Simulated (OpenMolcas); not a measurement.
# GeSiNH7 (SMILES [SiH3][NH][GeH3]) at 6 levels

Aim: a comparison of 6 runs (B3LYP/6-31G*, B2PLYP/def2-SVP, PBE/def2-SVP, TPSS/def2-SVP, r2SCAN/def2-SVP, MP2/def2-SVP) of GeSiNH7. 

The calculation is run with OpenMolcas 26.06.

### Step 1. The structure to begin with

The species is GeSiNH7 (10 atoms), meant as a singlet with charge 0. SMILES: `[SiH3][NH][GeH3]`. The shape is that of a PBE0-D4/def2-TZVP optimisation.

Bond lengths: Si1–N2 1.718 Å, N2–Ge3 1.839 Å, Si1–H4 1.486 Å, Si1–H5 1.489 Å, Si1–H6 1.492 Å, N2–H7 1.009 Å, Ge3–H8 1.534 Å, Ge3–H9 1.543 Å, Ge3–H10 1.538 Å. Some angles: Si1–N2–Ge3 127.5°, Si1–N2–H7 117.0°, Ge3–N2–H7 114.2°, N2–Si1–H4 107.3°, N2–Si1–H5 110.3°, N2–Si1–H6 114.2°, N2–Ge3–H8 106.7°, N2–Ge3–H9 111.7°, N2–Ge3–H10 108.4°, H4–Si1–H5 110.0°.

### Step 2. Energy and forces at B3LYP/6-31G(d) (spherical functions) (run 1)

Contents of coord.xyz:

```xyz
10

Si    -1.146800     0.522200    -0.945600
N      0.461400     0.319100    -0.375700
Ge     1.020100    -0.675800     1.066200
H     -1.923700    -0.668500    -0.512900
H     -1.160200     0.627200    -2.430500
H     -1.835500     1.735800    -0.416100
H      1.159100     0.952900    -0.736500
H     -0.018900    -1.787400     1.262400
H      1.119900     0.180400     2.345600
H      2.407800    -1.257200     0.745900
```

Contents of calc.input:

```
* GeH7NSi Kohn-Sham DFT

&GATEWAY
  BasLib=$CurrDir
  Coord=coord.xyz
  Basis=6-31Gs
  Group=NoSym

&SEWARD
  GridInput
  Grid=UltraFine
  End of Grid

&SCF
  KSDFT=B3LYP
  Thresholds=1e-10 1e-07 1e-07 1e-05
  PrOrbitals=1

&ALASKA
```

The basis set 6-31G* is read from a file made from the Basis Set Exchange's data (not shown).

Started as:

```bash
$ export MOLCAS_MEM=1860
$ pymolcas calc.input > calc.log
```

The program printed:

```text
--- Start Module: gateway ---
[...]
--- Stop Module: gateway /rc=_RC_ALL_IS_WELL_ ---
[...]
      Basis functions           78
[...]
--- Start Module: scf ---
[...]
       Convergence after  14 Iterations
[...]
::    Total KS-DFT energy                           -2425.2228568035
[...]
      Total spin, S                                     0.0000000000
[...]
      Total electronic charge=   60.000000
      Total            charge=   -0.000000
[...]
      Dipole Moment (debye):
      Origin of the operator (angstrom)=    0.4028   -0.2529    0.3852
                   X=  9.8033E-01               Y=  2.8917E-01               Z=  1.9059E-01           Total=  1.0397E+00
      Quadrupole Moment (debye*angstrom):
[...]
--- Stop Module: scf /rc=_RC_ALL_IS_WELL_ ---
[...]
--- Start Module: alaska ---
[...]
 *              Molecular gradients               *
 **************************************************
  Irreducible representation: a
 ------------------------------------------------------------------------------------------
                              X                       Y                       Z
 ------------------------------------------------------------------------------------------
  SI1               7.17770918025806E-03   -8.29482500628309E-04    1.88056039102413E-03
  N2               -2.00082804544932E-03    5.92557123825443E-04    2.15984305410721E-03
  GE3              -1.50904966034737E-03    1.76682601205869E-03   -3.29737661256146E-03
  H4                5.53514128263544E-04   -5.20117576430223E-05    3.04308090408267E-04
  H5                4.67252133463325E-04   -2.43721918623374E-04    7.46847083916258E-04
  H6                1.18967029950934E-03   -5.57607820278250E-04    3.43173871838021E-04
  H7               -4.09924746029677E-03   -2.88554155242338E-03    1.35056659312793E-03
  H8                1.71158739265476E-03    2.18457665379024E-03   -6.01267811713768E-04
[...]
--- Stop Module: alaska /rc=_RC_ALL_IS_WELL_ ---
[...]
```

It took 52 s on 1 thread of Intel Xeon Platinum 8259CL at 2.50GHz (Skylake/Cascade Lake), shared host; peak memory 0.44 GiB.

### Step 3. A single-point energy at B2PLYP/def2-SVP (run 2)

coord.xyz is that of step 2.

Contents of run.inp:

```
* GeH7NSi Kohn-Sham DFT
&GATEWAY
BasLib
$CurrDir
Coord
coord.xyz
Basis
def2-SVP
Group
NoSym
&SEWARD
GridInput
Grid=UltraFine
End of Grid
&SCF
KSDFT
B2PLYP_SCF
Thresholds
1e-10 1e-07 1e-07 1e-05
PrOrbitals
1 1
&MBPT2
Frozen
15
```

The basis set def2-SVP is read from a file made from the Basis Set Exchange's data (not shown).

Started as:

```bash
$ export MOLCAS_MEM=1860
$ pymolcas run.inp > run.log
```

The program printed:

```text
--- Start Module: gateway ---
[...]
--- Stop Module: gateway /rc=_RC_ALL_IS_WELL_ ---
[...]
      Basis functions           99
[...]
--- Start Module: scf ---
[...]
       Convergence after  14 Iterations
[...]
::    Total KS-DFT energy                           -2424.3305989937
[...]
      Total spin, S                                     0.0000000000
[...]
      Total electronic charge=   60.000000
      Total            charge=   -0.000000
[...]
      Dipole Moment (debye):
      Origin of the operator (angstrom)=    0.4028   -0.2529    0.3852
                   X=  9.8613E-01               Y=  2.5307E-01               Z=  1.6897E-01           Total=  1.0320E+00
      Quadrupole Moment (debye*angstrom):
[...]
--- Stop Module: scf /rc=_RC_ALL_IS_WELL_ ---
[...]
--- Start Module: mbpt2 ---
[...]
 ###    WARNING: MP2 implementation intended for RHF references only         ###
 ###############################################################################
MBPT2 WARNING: Reference function according to RunFile:KS-DFT
I'll assume you know what you're doing and continue
WARNING!
Default frozen orbitals as non valence orbitals is overwritten by user input.
Default values:  17
[...]
       Reference weight ( Cref**2 )         =        0.80240
::    Total MBPT2 energy                            -2424.9546667907
[...]
      Total MBPT2 calculations                           0.62      0.70
--- Stop Module: mbpt2 /rc=_RC_ALL_IS_WELL_ ---
[...]
```

Run time: 40 s. Hardware: 1 thread of Intel Xeon Platinum 8259CL at 2.50GHz (Skylake/Cascade Lake), shared host; peak memory 0.55 GiB.

Runs 3 to 4 aren't shown in full; the table further down has their settings and results.

### Step 4. Energy and forces at r2SCAN/def2-SVP (run 5)

coord.xyz is that of step 3.

Contents of test.input:

```
&GATEWAY
  BasLib
  $CurrDir
  Coord
  coord.xyz
  Basis
  def2-SVP
  Group
  NoSym

&SEWARD
  GridInput
  Grid=UltraFine
  End of Grid

&SCF
  KSDFT
  2
  1.0 MGGA_X_R2SCAN
  1.0 MGGA_C_R2SCAN
  Thresholds
  1e-10 1e-07 1e-07 1e-05
  PrOrbitals
  1

&ALASKA
```

The basis set def2-SVP is read from a file made from the Basis Set Exchange's data (not shown).

Started as:

```bash
$ export MOLCAS_MEM=1860
$ pymolcas test.input > test.log
```

The program printed:

```text
--- Start Module: gateway ---
[...]
--- Stop Module: gateway /rc=_RC_ALL_IS_WELL_ ---
[...]
      Basis functions           99
[...]
--- Start Module: scf ---
[...]
       Convergence after  15 Iterations
[...]
::    Total KS-DFT energy                           -2425.0037344922
[...]
      Total spin, S                                     0.0000000000
[...]
      Total electronic charge=   60.000000
      Total            charge=   -0.000000
[...]
      Dipole Moment (debye):
      Origin of the operator (angstrom)=    0.4028   -0.2529    0.3852
                   X=  1.0121E+00               Y=  2.4357E-01               Z=  1.4166E-01           Total=  1.0506E+00
      Quadrupole Moment (debye*angstrom):
[...]
--- Stop Module: scf /rc=_RC_ALL_IS_WELL_ ---
[...]
--- Start Module: alaska ---
[...]
 *              Molecular gradients               *
 **************************************************
  Irreducible representation: a
 ------------------------------------------------------------------------------------------
                              X                       Y                       Z
 ------------------------------------------------------------------------------------------
  SI1               5.92373803149826E-03   -8.56772341223611E-04    2.03492544525297E-03
  N2               -3.02880413106665E-03    5.95314426700355E-03   -4.88579838422432E-03
  GE3              -1.04547260700905E-03    6.28014772336982E-04   -1.46117531044609E-03
  H4                1.67876270104417E-03    1.89205686788041E-03   -4.51616520908416E-04
  H5                3.87080448590482E-04   -2.88586288892723E-04    2.79812969941862E-03
  H6                1.96263548375830E-03   -2.41370920745965E-03   -6.71426154908117E-04
  H7               -5.69932091676240E-03   -4.83555567966132E-03    2.74759032499583E-03
  H8               -3.94843811625023E-04   -4.15576868499024E-04    1.47654675405340E-04
[...]
--- Stop Module: alaska /rc=_RC_ALL_IS_WELL_ ---
[...]
```

Wall time 78 s (1 thread of Intel Xeon Platinum 8259CL at 2.50GHz (Skylake/Cascade Lake), shared host); peak memory 0.55 GiB.

### Step 5. The energy at MP2/def2-SVP (run 6)

Contents of run.input:

```
* GeH7NSi MP2
>>> EXPORT MOLCAS_PRINT=2

&gateway
 baslib=$CurrDir
 coord
 10
 angstrom
 Si      -1.146800       0.522200      -0.945600
 N        0.461400       0.319100      -0.375700
 Ge       1.020100      -0.675800       1.066200
 H       -1.923700      -0.668500      -0.512900
 H       -1.160200       0.627200      -2.430500
 H       -1.835500       1.735800      -0.416100
 H        1.159100       0.952900      -0.736500
 H       -0.018900      -1.787400       1.262400
 H        1.119900       0.180400       2.345600
 H        2.407800      -1.257200       0.745900
 basis=def2-SVP
 group=NoSym

&seward

&scf
 thresholds=1e-10 1e-07 1e-07 1e-05
 prorbitals=1 2

&mbpt2
 frozen=15
```

The basis set def2-SVP is read from a file made from the Basis Set Exchange's data (not shown).

Started as:

```bash
$ export MOLCAS_MEM=1860
$ pymolcas run.input > run.log
```

The program printed:

```text
--- Start Module: gateway ---
[...]
--- Stop Module: gateway /rc=_RC_ALL_IS_WELL_ ---
[...]
      Basis functions           99
[...]
--- Start Module: scf ---
[...]
       Convergence after  14 Iterations
[...]
::    Total SCF energy                              -2422.4473884547
[...]
      Total spin, S                                     0.0000000000
[...]
      Total electronic charge=   60.000000
      Total            charge=   -0.000000
[...]
      Dipole Moment (debye):
      Origin of the operator (angstrom)=    0.4028   -0.2529    0.3852
                   X=  9.9703E-01               Y=  2.6696E-01               Z=  1.9406E-01           Total=  1.0502E+00
      Quadrupole Moment (debye*angstrom):
[...]
--- Stop Module: scf /rc=_RC_ALL_IS_WELL_ ---
[...]
--- Start Module: mbpt2 ---
[...]
WARNING!
Default frozen orbitals as non valence orbitals is overwritten by user input.
Default values:  17
[...]
       Reference weight ( Cref**2 )         =        0.86312
::    Total MBPT2 energy                            -2422.9583154608
[...]
      Total MBPT2 calculations                           0.62      0.70
--- Stop Module: mbpt2 /rc=_RC_ALL_IS_WELL_ ---
[...]
```

Run time: 14 s. Hardware: 1 thread of Intel Xeon Platinum 8259CL at 2.50GHz (Skylake/Cascade Lake), shared host; peak memory 0.55 GiB.

### Step 6. All runs side by side

| run | level | task | frozen core orbitals | energy (Eh) | dipole moment (D) of the reference | HOMO energy (eV) | LUMO energy (eV) | wall time |
| --- | --- | --- | --- | --- | --- | --- | --- | --- |
| 1 | B3LYP/6-31G* (spherical functions) | gradient | – | -2425.222857 | 1.04 | -6.76 | 0.11 | 52 s |
| 2 | B2PLYP/def2-SVP | energy | 15 | -2424.499097 | 1.03 | -8.38 | 1.62 | 40 s |
| 3 | PBE/def2-SVP | gradient | – | -2424.515811 | 1.03 | -5.77 | -0.45 | 65 s |
| 4 | TPSS/def2-SVP | gradient | – | -2425.091598 | 1.03 | -5.94 | -0.25 | 83 s |
| 5 | r2SCAN/def2-SVP | gradient | – | -2425.003734 | 1.05 | -6.11 | -0.09 | 78 s |
| 6 | MP2/def2-SVP | energy | 15 | -2422.958315 | 1.05 | -10.54 | 3.63 | 14 s |

### Step 7. Summary of results

```
                                           quantity           value
                                run 6: total energy  -2422.95832 Eh
          run 6: dipole moment (mean-field density)          1.05 D
         run 6: HOMO energy (Hartree–Fock orbitals)       -10.54 eV
         run 6: LUMO energy (Hartree–Fock orbitals)         3.63 eV
       run 6: HOMO–LUMO gap (Hartree–Fock orbitals)        14.17 eV
run 6: correlation energy (15 core orbitals frozen)      -510.9 mEh
```

What this shows: Over runs 1, 2, 3, 4, 5 the dipole moment (its size) runs from 1.03 D (PBE/def2-SVP) to 1.05 D (r2SCAN/def2-SVP). Over runs 1, 2, 3, 4, 5 the HOMO–LUMO gap runs from 5.32 eV (PBE/def2-SVP) to 10.00 eV (B2PLYP/def2-SVP). A double hybrid's value is that of its SCF part. For B2PLYP the log adds the whole second-order term; the table takes 0.27 of it, as the functional is defined. Totals of different functionals can't be ranked against each other. All runs together took 5.5 min, the longest 83 s.
